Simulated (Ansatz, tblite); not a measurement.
# C₈H₂₄Si₃: removing and adding an electron, part 2 of 2

What does removing or adding an electron cost or gain for C₈H₂₄Si₃? Each charged state is run at several levels.

Ansatz 0.2.0, Gaussian basis; as each input shows.

## (9) Fields of the charge +1 doublet

Orbitals, density, ELF and potential are computed afterwards from the orbital file.

Frontier orbitals at PBE0-D4/def2-TZVP (alpha spin), with the share of their density that lies nearest to each atom:

```tsv
orbital	energy (eV)	lies on
HOMO-1	-11.82	Si5 27 %; Si2, Si8 about 10 % each; C6, C7 about 9 % each
HOMO	-10.60	Si5 31 %; Si2, Si8 about 15 % each; C4, C10 about 6 % each
LUMO	-3.44	Si5 24 %; Si2, Si8 about 9 % each
```

ELF in a plane through or near 7 of the atoms.

Values, 10 rows by 14 columns:
```
0.00 0.00 0.00 0.00 0.00 0.00 0.00 0.00 0.00 0.00 0.00 0.00 0.00 0.00
0.00 0.00 0.00 0.00 0.00 0.01 0.28 0.02 0.10 0.00 0.00 0.00 0.00 0.00
0.00 0.00 0.00 0.00 0.00 0.72 1.00 0.63 1.00 0.36 0.00 0.00 0.00 0.00
0.00 0.00 0.01 0.48 0.66 0.02 0.60 0.34 0.66 0.01 0.09 0.02 0.00 0.00
0.00 0.00 0.14 0.76 0.96 0.09 0.09 0.29 0.02 0.03 0.01 0.00 0.00 0.00
0.00 0.00 0.51 0.22 0.11 0.10 0.04 0.01 0.33 0.69 0.09 0.00 0.00 0.00
0.00 0.00 0.00 0.01 0.35 0.66 0.59 0.04 0.84 0.34 0.97 0.38 0.00 0.00
0.00 0.00 0.00 0.80 1.00 0.71 0.86 0.06 0.59 0.22 0.91 0.13 0.00 0.00
0.00 0.00 0.00 0.02 0.45 0.06 0.37 0.02 0.00 0.00 0.00 0.00 0.00 0.00
0.00 0.00 0.00 0.00 0.00 0.00 0.00 0.00 0.00 0.00 0.00 0.00 0.00 0.00
```
The map spans 13.5 Å across and 11.0 Å up, centred on the molecule. Atoms in the plane (x, y in Å): C6 (0.1, 2.2), C11 (2.1, -1.1), H12 (-2.5, -2.4), H19 (-3.0, 1.1), H22 (-0.8, 2.9), H23 (1.0, 2.8), H34 (3.0, -1.7).

log10 of the density (e/Å³) in the same plane.

Ten even steps from ' ' (-4.0) to '@' (0.8):
```
                                                        
                      ............                      
                  ..::------------::..                  
                ..::--++++++++++++==::..                
          ......::--==##%%########++==::..              
        ..::--------++##%%%%%%%%%%++==::::::..          
      ..::==++++++++==**##@@@@%%**++--------::..        
    ..::--++**####**++++**####**++==--------::..        
    ..--==++##%%##**++++++****++++========--::..        
    ..--==++********++++++++++++++******==--::..        
    ..--==++++++++++++++++====++**######++==::..        
      ::----====++**##****====**##%%@@%%**++--::        
        ..::--==**##%%%%##++++**##%%%%%%##**==::        
          ::==++##%%%%%%##**++**##########++--::        
          ::==++%%%%%%####**==++++++++++++==::..        
          ..--==**********++==------------::..          
            ::--==========--::............              
              ..::::::::::....                          
                                                        
                                                        
```
The map spans 13.5 Å across and 11.0 Å up, centred on the molecule. Atoms in the plane (x, y in Å): C6 (0.1, 2.2), C11 (2.1, -1.1), H12 (-2.5, -2.4), H19 (-3.0, 1.1), H22 (-0.8, 2.9), H23 (1.0, 2.8), H34 (3.0, -1.7).

The spin density lies nearest to Si5 35 %; Si2, Si8 about 17 % each.

## (10) Adiabatic ionisation energy

Charged state less starting state, singlet to doublet; the starting state's energies are those of its earlier runs.

```tsv
level	adiabatic ionisation energy (eV)	time
PBE-D4/def2-TZVP	+7.21	14 s
PBE0-D4/def2-TZVP	+7.37	11 s
```

Times add the two runs; a level without a time comes out of a correlated run.

## (11) Charge -1 doublet at the fixed geometry, PBE0-D4/def2-TZVP

Contents of in.yaml:

```yaml
crystal:
  periodic: [false, false, false]
  atoms:
    - {symbol: C, position_ang: [2.149254, -0.864125, 1.638458]}
    - {symbol: Si, position_ang: [1.969199, -0.149670, -0.115622]}
    - {symbol: C, position_ang: [2.150607, -1.551315, -1.388457]}
    - {symbol: C, position_ang: [3.347497, 1.130055, -0.407400]}
    - {symbol: Si, position_ang: [-0.128480, 0.895114, -0.372158]}
    - {symbol: C, position_ang: [-0.150312, 2.519342, 0.635983]}
    - {symbol: C, position_ang: [-0.397422, 1.294255, -2.222377]}
    - {symbol: Si, position_ang: [-1.876513, -0.494383, 0.383724]}
    - {symbol: C, position_ang: [-1.703362, -2.242597, -0.346673]}
    - {symbol: C, position_ang: [-3.544144, 0.242528, -0.162609]}
    - {symbol: C, position_ang: [-1.841932, -0.598839, 2.282533]}
    - {symbol: H, position_ang: [3.162971, -1.290913, 1.792020]}
    - {symbol: H, position_ang: [1.410665, -1.672031, 1.819281]}
    - {symbol: H, position_ang: [1.990211, -0.082234, 2.409379]}
    - {symbol: H, position_ang: [3.137826, -2.051042, -1.293080]}
    - {symbol: H, position_ang: [2.068197, -1.159297, -2.423136]}
    - {symbol: H, position_ang: [1.363563, -2.321553, -1.256555]}
    - {symbol: H, position_ang: [3.273202, 1.572492, -1.422241]}
    - {symbol: H, position_ang: [3.286740, 1.958663, 0.327915]}
    - {symbol: H, position_ang: [4.351190, 0.663907, -0.312865]}
    - {symbol: H, position_ang: [0.016920, 2.316329, 1.713713]}
    - {symbol: H, position_ang: [0.645380, 3.212796, 0.292556]}
    - {symbol: H, position_ang: [-1.124682, 3.041624, 0.535824]}
    - {symbol: H, position_ang: [0.406758, 1.952457, -2.612602]}
    - {symbol: H, position_ang: [-0.400475, 0.365579, -2.829202]}
    - {symbol: H, position_ang: [-1.367571, 1.809076, -2.382714]}
    - {symbol: H, position_ang: [-2.563989, -2.881828, -0.056752]}
    - {symbol: H, position_ang: [-1.661149, -2.213065, -1.454965]}
    - {symbol: H, position_ang: [-0.777779, -2.736973, 0.013620]}
    - {symbol: H, position_ang: [-3.680385, 1.266209, 0.243211]}
    - {symbol: H, position_ang: [-4.391616, -0.380042, 0.194920]}
    - {symbol: H, position_ang: [-3.611131, 0.305478, -1.268286]}
    - {symbol: H, position_ang: [-0.884381, -1.023796, 2.646685]}
    - {symbol: H, position_ang: [-2.666491, -1.239110, 2.661466]}
    - {symbol: H, position_ang: [-1.958377, 0.406890, 2.736387]}
basis:
  gaussian: {orbitals: def2-TZVP, fitting: {mean_field: def2-universal-jkfit}}
total_charge: -1
magnetization: {spin_polarized: true, initial_magnetization: 1}
hamiltonian: {xc: pbe0, dispersion: d4}
scf: {omitted_lower_state_checks: [starts]}
output: {orbitals: {seedname: orbitals}}
```

Run with:

```
> ansatz run in.yaml --threads 2 --pin off --events-out ev --progress --plain --max-ram 32768MiB --backend cuda --devices 0, --max-vram 18GiB
```

What it wrote (excerpt; [...] marks lines left out):

```text
Functional definition: PBE0
  name "PBE0"
  cite "Adamo & Barone, J. Chem. Phys. 110, 6158 (1999) doi:10.1063/1.478522"
  cite "Perdew, Burke & Ernzerhof, Phys. Rev. Lett. 77, 3865 (1996) doi:10.1103/PhysRevLett.77.3865"
  parent pbe
[...]
1416 factors; integrals over basis functions are off by at most 3.6e-1 eV
[...]
mean field -32305.35024726 eV, -1187.1997242339 hartree, gradient 6.2e-6 eV, S^2 0.750901; 0 other end points of the search recorded, 0 dependent functions left out
reference -32305.35030615 eV, -1187.1997263980 hartree; 58, 57 occupied and 445, 446 virtual orbitals, 1416 factors
Total energy: -32306.35220707 eV, -1187.2365455779 hartree
Checks for a lower state left out: starts
```

Wall time 9 s (1 × H100 (card shared with other runs) with 2 threads of AMD EPYC 7R13, shared host); peak host memory 1.1 GiB.

Report: HOMO 2.62 eV, LUMO 3.59 eV (over both spins); ⟨S²⟩ 0.751 (pure: 0.75). Doubts: highest occupied level lies above zero.

## (12) Charge -1 doublet at the fixed geometry, PBE-D4/def2-TZVP

in.yaml, as its differences from that of step 11:

```diff
@@ -39,6 +39,6 @@
 basis:
-  gaussian: {orbitals: def2-TZVP, fitting: {mean_field: def2-universal-jkfit}}
+  gaussian: {orbitals: def2-TZVP, fitting: {mean_field: def2-universal-jkfit}, initial_orbitals: start.molden}
 total_charge: -1
 magnetization: {spin_polarized: true, initial_magnetization: 1}
-hamiltonian: {xc: pbe0, dispersion: d4}
+hamiltonian: {xc: pbe, dispersion: d4}
 scf: {omitted_lower_state_checks: [starts]}
```

The command is unchanged.

What it wrote:

```text
Functional definition: PBE
  name "PBE"
  cite "Perdew, Burke & Ernzerhof, Phys. Rev. Lett. 77, 3865 (1996) doi:10.1103/PhysRevLett.77.3865"
  parent pbe
  parameter kappa = 0.804
  parameter beta = 0.06672455060314922
  exchange = pbe_x(kappa = kappa, mu = beta*pi^2/3)
  correlation = pbe_c(beta = beta)
these checks for a lower state are left out or cut short: starts
1416 factors; integrals over basis functions are off by at most 3.6e-1 eV
mean field evaluation 1: about -32301.1796 eV, gradient 1.1e1 eV
mean field evaluation 2: about -32301.4243 eV, gradient 3.0e-1 eV
mean field evaluation 4: about -32301.4209 eV, gradient 1.2e-1 eV
mean field evaluation 8: about -32301.4208 eV, gradient 6.7e-4 eV
mean field evaluation 16: about -32301.4208 eV, gradient 5.9e-6 eV
mean field -32301.42076272 eV, -1187.0553183405 hartree, gradient 2.0e-6 eV, S^2 0.750310; 0 other end points of the search recorded, 0 dependent functions left out
reference -32301.42084061 eV, -1187.0553212031 hartree; 58, 57 occupied and 445, 446 virtual orbitals, 1416 factors
Total energy: -32302.55490274 eV, -1187.0969972176 hartree
Checks for a lower state left out: starts
```

It took 8.5 s on 1 × H100 (card shared with other runs) with 2 threads of AMD EPYC 7R13, shared host; peak host memory 1.1 GiB.

HOMO 2.69 eV, LUMO 2.82 eV (over both spins); ⟨S²⟩ 0.750 (pure: 0.75). Doubts: highest occupied level lies above zero.

## (13) Charge -1 doublet at the fixed geometry, revPBE-D4/def2-TZVP

in.yaml, as its differences from that of step 12:

```diff
@@ -42,3 +42,3 @@
 magnetization: {spin_polarized: true, initial_magnetization: 1}
-hamiltonian: {xc: pbe, dispersion: d4}
+hamiltonian: {xc: {name: revPBE}, dispersion: d4}
 scf: {omitted_lower_state_checks: [starts]}
```

The command is unchanged.

What it wrote (excerpt; [...] marks lines left out):

```text
Functional definition: revPBE
  name "revPBE"
  cite "Zhang & Yang, Phys. Rev. Lett. 80, 890 (1998) doi:10.1103/PhysRevLett.80.890"
  cite "Perdew, Burke & Ernzerhof, Phys. Rev. Lett. 77, 3865 (1996) doi:10.1103/PhysRevLett.77.3865"
[...]
1416 factors; integrals over basis functions are off by at most 3.6e-1 eV
[...]
mean field -32318.48395021 eV, -1187.6823789149 hartree, gradient 1.1e-5 eV, S^2 0.750439; 0 other end points of the search recorded, 0 dependent functions left out
reference -32318.48404703 eV, -1187.6823824730 hartree; 58, 57 occupied and 445, 446 virtual orbitals, 1416 factors
Total energy: -32321.41340235 eV, -1187.7900342954 hartree
Checks for a lower state left out: starts
```

It took 6.5 s on 1 × H100 (card shared with other runs) with 2 threads of AMD EPYC 7R13, shared host; peak host memory 1.1 GiB.

HOMO 2.85 eV, LUMO 2.97 eV (over both spins); ⟨S²⟩ 0.750 (pure: 0.75). Doubts: highest occupied level lies above zero.

## (14) Vertical electron affinity

Starting state less charged state (positive: the electron is bound), singlet to doublet; the starting state's energies are those of its earlier runs.

```tsv
level	vertical electron affinity (eV)	time
PBE-D4/def2-TZVP	-1.14	17 s
revPBE-D4/def2-TZVP	-1.18	16 s
PBE0-D4/def2-TZVP	-1.46	16 s
```

Times add the two runs; a level without a time comes out of a correlated run.

Beside −ε(LUMO) of the starting state:

```tsv
level	−ε(LUMO) (eV)	by difference (eV)	mismatch (eV)
PBE-D4/def2-TZVP	0.39	-1.14	+1.54
revPBE-D4/def2-TZVP	0.27	-1.18	+1.46
PBE0-D4/def2-TZVP	-0.38	-1.46	+1.08
```

## (15) Summary of results

The summary covers parts 1 to 2.

```
                                             quantity                                 value
 vertical ionisation energy, functionals in def2-TZVP    7.75 (PBE-D4) to 8.00 eV (PBE0-D4)
adiabatic ionisation energy, functionals in def2-TZVP    7.21 (PBE-D4) to 7.37 eV (PBE0-D4)
 vertical electron affinity, functionals in def2-TZVP  -1.46 (PBE0-D4) to -1.14 eV (PBE-D4)
      relaxation of the cation side, PBE-D4/def2-TZVP                               0.54 eV
```

In words: The vertical ionisation energy spans 7.75 to 8.00 eV over the functionals. −ε(HOMO) misses the level's own difference by -1.49 eV at best (PBE0-D4) and -2.38 eV at worst (revPBE-D4). The adiabatic ionisation energy spans 7.21 to 7.37 eV over the functionals. The vertical electron affinity spans -1.46 to -1.14 eV over the functionals. A negative affinity means an unbound electron, held by the basis alone. −ε(LUMO) misses the level's own difference by +1.08 eV at best (PBE0-D4) and +1.54 eV at worst (PBE-D4). Relaxing the oxidised state gains 0.54 eV at PBE-D4/def2-TZVP.
